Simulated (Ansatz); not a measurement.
# InBr₂F: basis-set convergence

The task here is to estimate one member of a computed series from the others.

Method: one geometry, several basis sets; program: Ansatz 0.2.0, Gaussian basis.

Levels to be run: PBE0-D4/def2-SVP; ωB97M-V/def2-SVP; PBE0-D4/def2-QZVPP; ωB97M-V/def2-QZVPP; the functionals' def2-TZVPP values are taken from earlier runs.

## The geometry

All runs share one geometry, relaxed beforehand with PBE0-D4 in a triple-zeta def2 set. In takes the def2 core potential; no spin-orbit term is included.

4 atoms, charge 0, spin multiplicity 1.

Atoms are counted from 1 here; the program's logs count them from 0.

Bond lengths: F1–In2 1.930 Å, In2–Br3 2.426 Å, In2–Br4 2.426 Å. Angles: F1–In2–Br3 117.1°, F1–In2–Br4 117.1°, Br3–In2–Br4 125.8°.

Set-up of the first run:

File in.yaml:

```yaml
crystal:
  periodic: [false, false, false]
  atoms:
    - {symbol: F, position_ang: [0.420829, 1.188999, 1.538492]}
    - {symbol: In, position_ang: [0.028082, 0.026896, 0.048734]}
    - {symbol: Br, position_ang: [1.203505, -2.093348, -0.037700]}
    - {symbol: Br, position_ang: [-1.596815, 0.817152, -1.569826]}
basis:
  gaussian: {orbitals: def2-SVP}
hamiltonian: {xc: pbe0, dispersion: d4}
output: {orbitals: {seedname: orbitals}}
```

Among the steps run: PBE0-D4 in def2-SVP; ωB97M-V in def2-SVP; PBE0-D4 in def2-QZVPP; ωB97M-V in def2-QZVPP.

One table of the session follows, with a row left open; its other results are not shown here.

It belongs to the step «Functionals by basis». 

```
functional       basis  HOMO (eV)  LUMO (eV)
   PBE0-D4    def2-SVP      -8.88      -2.94
   PBE0-D4  def2-TZVPP          ?          ?
   PBE0-D4  def2-QZVPP      -9.00      -3.06
   ωB97M-V    def2-SVP     -11.05      -0.93
   ωB97M-V  def2-TZVPP     -11.19      -1.11
   ωB97M-V  def2-QZVPP     -11.20      -1.18
```

Q: Estimate the row for PBE0-D4, def2-TZVPP from the others.

The run gave: HOMO (eV): -8.99; LUMO (eV): -3.05. In the column «HOMO (eV)» it lies between PBE0-D4, def2-QZVPP (-9.00) and PBE0-D4, def2-SVP (-8.88).
